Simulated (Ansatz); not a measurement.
**C₄H₁₂BClSi: ionisation energy by level of theory**

Aim: the vertical ionisation energy of C₄H₁₂BClSi, as cation minus neutral at the neutral's geometry, on several levels, and how well −ε(HOMO) stands in for it.

Program: Ansatz 0.2.0, Gaussian basis. Level of theory: unrestricted cation, the program's frozen cores in correlated methods. These are calculated values, not measurements.

Levels to be run: UKS PBE-D4/def2-TZVPP; UKS r2SCAN-D4/def2-TZVPP; UKS PBE0-D4/def2-TZVPP; UKS B3LYP-D4/def2-TZVPP; UKS wB97X-V/def2-TZVPP; UKS wB97M-V/def2-TZVPP; UKS B2PLYP/def2-TZVPP; UHF-CCSD(T)/def2-TZVPP; UHF-MP2/def2-QZVPP; extrapolation to the limit; then −ε(HOMO) from the neutral's earlier runs with LDA (SPW92), PBE-D4, revPBE-D4, BLYP-D4, r2SCAN-D4, B97M-V, PBE0-D4, B3LYP-D4, r2SCANh-D4, r2SCAN0-D4, HSE06-D4, BHLYP-D4, CAM-B3LYP-D4, LC-ωPBE, ωB97X-V, ωB97M-V.

## Step 1: The relaxed structure

All runs share one geometry, relaxed beforehand with PBE0-D4 in a triple-zeta def2 set.

SMILES `C[Si](C)(C)CBCl`, 19 atoms, charge 0, spin multiplicity 1.

Atoms are counted from 1 here; the program's logs count them from 0.

Bond lengths: C1–Si2 1.870 Å, C1–H8 1.092 Å, C1–H9 1.094 Å, C1–H10 1.093 Å, Si2–C3 1.873 Å, Si2–C4 1.872 Å, Si2–C5 1.909 Å, C3–H11 1.093 Å, C3–H12 1.094 Å, C3–H13 1.093 Å, C4–H14 1.093 Å, C4–H15 1.093 Å, C4–H16 1.093 Å, C5–B6 1.526 Å, C5–H17 1.094 Å, C5–H18 1.095 Å, B6–Cl7 1.762 Å, B6–H19 1.194 Å. Angles: Si2–C1–H8 111.6°, Si2–C1–H9 110.5°, Si2–C1–H10 111.2°, H8–C1–H9 108.0°, H8–C1–H10 107.6°, H9–C1–H10 107.8°, C1–Si2–C3 110.0°, C1–Si2–C4 110.3°, C1–Si2–C5 109.7°, C3–Si2–C4 109.9°, C3–Si2–C5 107.3°, C4–Si2–C5 109.6°, Si2–C3–H11 111.2°, Si2–C3–H12 110.7°, Si2–C3–H13 111.3°, H11–C3–H12 107.8°, H11–C3–H13 107.9°, H12–C3–H13 107.8° and more.

As a file:

```xyz
19

C    -1.7220    0.7127    0.4002
Si   -0.2019   -0.3168    0.0464
C    -0.7002   -1.9479   -0.7268
C     0.7540   -0.6258    1.6264
C     0.9120    0.5911   -1.2103
B     1.5022    1.8522   -0.5859
Cl    0.6836    3.4060   -0.7224
H    -1.4615    1.6723    0.8527
H    -2.3891    0.1853    1.0879
H    -2.2812    0.9198   -0.5158
H    -1.2377   -1.7922   -1.6657
H    -1.3556   -2.5095   -0.0551
H     0.1737   -2.5695   -0.9387
H     1.0216    0.3112    2.1218
H     1.6791   -1.1744    1.4304
H     0.1586   -1.2159    2.3285
H     0.2765    0.7815   -2.0801
H     1.6881   -0.1385   -1.4645
H     2.4998    1.8583    0.0710
```

## Step 2: Cation, UKS PBE-D4/def2-TZVPP

in.yaml

```yaml
crystal:
  periodic: [false, false, false]
  atoms:
    - {symbol: C, position_ang: [-1.722014, 0.712675, 0.400240]}
    - {symbol: Si, position_ang: [-0.201892, -0.316756, 0.046368]}
    - {symbol: C, position_ang: [-0.700166, -1.947949, -0.726783]}
    - {symbol: C, position_ang: [0.753989, -0.625751, 1.626387]}
    - {symbol: C, position_ang: [0.912005, 0.591077, -1.210252]}
    - {symbol: B, position_ang: [1.502235, 1.852182, -0.585870]}
    - {symbol: Cl, position_ang: [0.683636, 3.406016, -0.722426]}
    - {symbol: H, position_ang: [-1.461498, 1.672271, 0.852704]}
    - {symbol: H, position_ang: [-2.389101, 0.185320, 1.087913]}
    - {symbol: H, position_ang: [-2.281231, 0.919784, -0.515831]}
    - {symbol: H, position_ang: [-1.237744, -1.792221, -1.665692]}
    - {symbol: H, position_ang: [-1.355579, -2.509527, -0.055127]}
    - {symbol: H, position_ang: [0.173688, -2.569460, -0.938743]}
    - {symbol: H, position_ang: [1.021609, 0.311202, 2.121808]}
    - {symbol: H, position_ang: [1.679054, -1.174400, 1.430384]}
    - {symbol: H, position_ang: [0.158572, -1.215850, 2.328500]}
    - {symbol: H, position_ang: [0.276536, 0.781540, -2.080076]}
    - {symbol: H, position_ang: [1.688097, -0.138470, -1.464505]}
    - {symbol: H, position_ang: [2.499813, 1.858308, 0.071011]}
basis:
  gaussian: {orbitals: def2-TZVPP}
total_charge: 1
magnetization: {spin_polarized: true, initial_magnetization: 1}
hamiltonian: {xc: pbe, dispersion: d4}
```

The runs that follow: Cation, UKS r2SCAN-D4/def2-TZVPP; Cation, UKS PBE0-D4/def2-TZVPP; Cation, UKS B3LYP-D4/def2-TZVPP; Cation, UKS wB97X-V/def2-TZVPP; Cation, UKS wB97M-V/def2-TZVPP; Cation, UKS B2PLYP (frozen core)/def2-TZVPP; Cation, UHF-CCSD(T)/def2-TZVPP; Cation, UHF-MP2/def2-QZVPP.

Q: Predict the results of all the runs planned. Wanted: ionisation energy, CCSD(T)/CBS; nearest functional by difference; nearest −ε(HOMO); −ε(HOMO) of PBE; T1 of the cation.

As calculated:

| quantity | value |
| --- | --- |
| ionisation energy, CCSD(T)/CBS | 10.42 eV |
| nearest functional by difference | ωB97X-V (-0.14 eV) |
| nearest −ε(HOMO) | ωB97X-V (+0.03 eV) |
| −ε(HOMO) of PBE | 6.72 eV |
| T1 of the cation | 0.043 |

What this shows: Energy differences with functionals land within 1.05 eV of the reference. The PBE orbital energy is 3.7 eV too small: a semilocal HOMO is no ionisation energy. Among orbital estimates ωB97X-V comes nearest. Hartree-Fock falls 0.77 eV short, as the neutral has more correlation energy than the cation. The cation's T1 (from the report) is 0.043, near the customary mark of 0.045 for open shells, so the coupled-cluster value is less safe.
